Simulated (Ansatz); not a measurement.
# GeH₇NSSi: a ladder of functionals and wavefunction methods

How much do the methods differ for GeH₇NSSi? The plan is to run it at one geometry with functionals of several rungs and with coupled cluster. The yardstick is the atomisation energy at the CCSD(T) limit.

Program: Ansatz 0.2.0, Gaussian basis. Level of theory: functionals in def2-TZVPP, the program's frozen cores in correlated methods. These are calculated values, not measurements.

Levels to be run: LDA (SPW92), PBE-D4, revPBE-D4, BLYP-D4, r2SCAN-D4, B97M-V, PBE0-D4, B3LYP-D4, r2SCANh-D4, r2SCAN0-D4, HSE06-D4, BHLYP-D4, CAM-B3LYP-D4, LC-ωPBE, ωB97X-V, ωB97M-V, B2PLYP, PBE-QIDH; CCSD(T)/def2-SVP; CCSD(T)/def2-TZVPP; MP2/def2-QZVPP; extrapolation to the limit; RPA on PBE.

## 1. The geometry

An earlier PBE0-D4 in a triple-zeta def2 set relaxation fixed the geometry.

SMILES `N[SiH2][S][GeH3]`, 11 atoms, charge 0, spin multiplicity 1.

Atoms are counted from 1 here; the program's logs count them from 0.

Bond lengths: N1–Si2 1.708 Å, N1–H5 1.008 Å, N1–H6 1.007 Å, Si2–S3 2.147 Å, Si2–H7 1.486 Å, Si2–H8 1.484 Å, S3–Ge4 2.222 Å, Ge4–H9 1.538 Å, Ge4–H10 1.533 Å, Ge4–H11 1.536 Å. Angles: Si2–N1–H5 120.3°, Si2–N1–H6 119.6°, H5–N1–H6 111.1°, N1–Si2–S3 113.0°, N1–Si2–H7 109.4°, N1–Si2–H8 107.3°, S3–Si2–H7 107.5°, S3–Si2–H8 109.3°, H7–Si2–H8 110.3°, Si2–S3–Ge4 97.0°, S3–Ge4–H9 109.6°, S3–Ge4–H10 106.4°, S3–Ge4–H11 110.1°, H9–Ge4–H10 110.5°, H9–Ge4–H11 109.6°, H10–Ge4–H11 110.7°.

## 2. LDA

This LDA is Slater exchange with PW92 correlation.

Input file in.yaml:

```yaml
crystal:
  periodic: [false, false, false]
  atoms:
    - {symbol: N, position_ang: [-0.645597, 2.326540, -0.863097]}
    - {symbol: Si, position_ang: [-0.401512, 0.651247, -0.634087]}
    - {symbol: S, position_ang: [1.230949, 0.216210, 0.690801]}
    - {symbol: Ge, position_ang: [0.727129, -1.918665, 1.048456]}
    - {symbol: H, position_ang: [-0.923364, 2.909943, -0.089930]}
    - {symbol: H, position_ang: [-0.055153, 2.831809, -1.504017]}
    - {symbol: H, position_ang: [-1.626952, 0.049066, -0.047016]}
    - {symbol: H, position_ang: [-0.124784, 0.058990, -1.966088]}
    - {symbol: H, position_ang: [0.332059, -2.584940, -0.280523]}
    - {symbol: H, position_ang: [1.990378, -2.571760, 1.621478]}
    - {symbol: H, position_ang: [-0.437754, -2.025541, 2.044522]}
basis:
  gaussian: {orbitals: def2-TZVPP}
hamiltonian: {xc: lda}
output: {orbitals: {seedname: orbitals}}
```

Run with:

```sh
$ ansatz run in.yaml --threads 4 --pin off --events-out ev --progress --plain --max-ram 10444MiB
```

The runs that follow: PBE-D4 (GGA); revPBE-D4 (GGA); BLYP-D4 (GGA); r2SCAN-D4 (meta-GGA); B97M-V (meta-GGA); B3LYP-D4 (hybrid); r2SCANh-D4 (hybrid); r2SCAN0-D4 (hybrid); HSE06-D4 (hybrid); BHLYP-D4 (hybrid); CAM-B3LYP-D4 (range-separated); LC-ωPBE (range-separated); ωB97X-V (range-separated); ωB97M-V (range-separated); B2PLYP (double hybrid); PBE-QIDH (double hybrid); CCSD(T) in def2-SVP; CCSD(T) in def2-TZVPP; MP2 in def2-QZVPP; RPA on PBE orbitals.

Q: Predict the results of all the runs planned. Wanted: atomisation energy, CCSD(T)/CBS; farthest beyond LDA; mean size of error, GGA; mean size of error, meta-GGA; mean size of error, hybrid; mean size of error, range-separated; mean size of error, double hybrid; gap, smallest and largest; T1 diagnostic.

As calculated:

| quantity | value |
| --- | --- |
| atomisation energy, CCSD(T)/CBS | 34.764 eV |
| functionals within 0.348 eV (1.0 %) | PBE-D4, r2SCAN-D4, B97M-V, B3LYP-D4, r2SCANh-D4, CAM-B3LYP-D4, ωB97X-V, ωB97M-V |
| farthest beyond LDA | revPBE-D4 (-0.852 eV) |
| mean size of error, GGA | 0.515 eV |
| mean size of error, meta-GGA | 0.203 eV |
| mean size of error, hybrid | 0.492 eV |
| mean size of error, range-separated | 0.264 eV |
| mean size of error, double hybrid | 0.643 eV |
| gap, smallest and largest | 4.79 eV (LDA (SPW92)), 11.85 eV (LC-ωPBE) |
| T1 diagnostic | 0.0111 |
| triples share of the correlation energy | 3.8 % |

In words: The LDA atomisation energy is off by 4.231 eV (12 %): it overbinds. PBE-D4 misses by -0.182 eV. Double hybrids carry the basis error of their MP2 part in triple zeta, and no dispersion term here, so their miss is partly the set-up's. The rungs meta-GGA, range-separated miss on average by less than the doubt on the reference (0.348 eV), so they tie. The reference freezes the cores and leaves out relativity and excitations past (T), and its outer-core shells are covered unevenly, so misses under about 0.348 eV can't be ranked. Hartree-Fock recovers 71 % of the binding; the rest is correlation. CCSD(T) in def2-SVP is off by -2.993 eV, so the small basis spoils what the method gains. Orbital gaps span 4.8 to 11.9 eV; exact exchange widens them. Correlated methods include outer-core shells of Ge, which these sets cover unevenly.
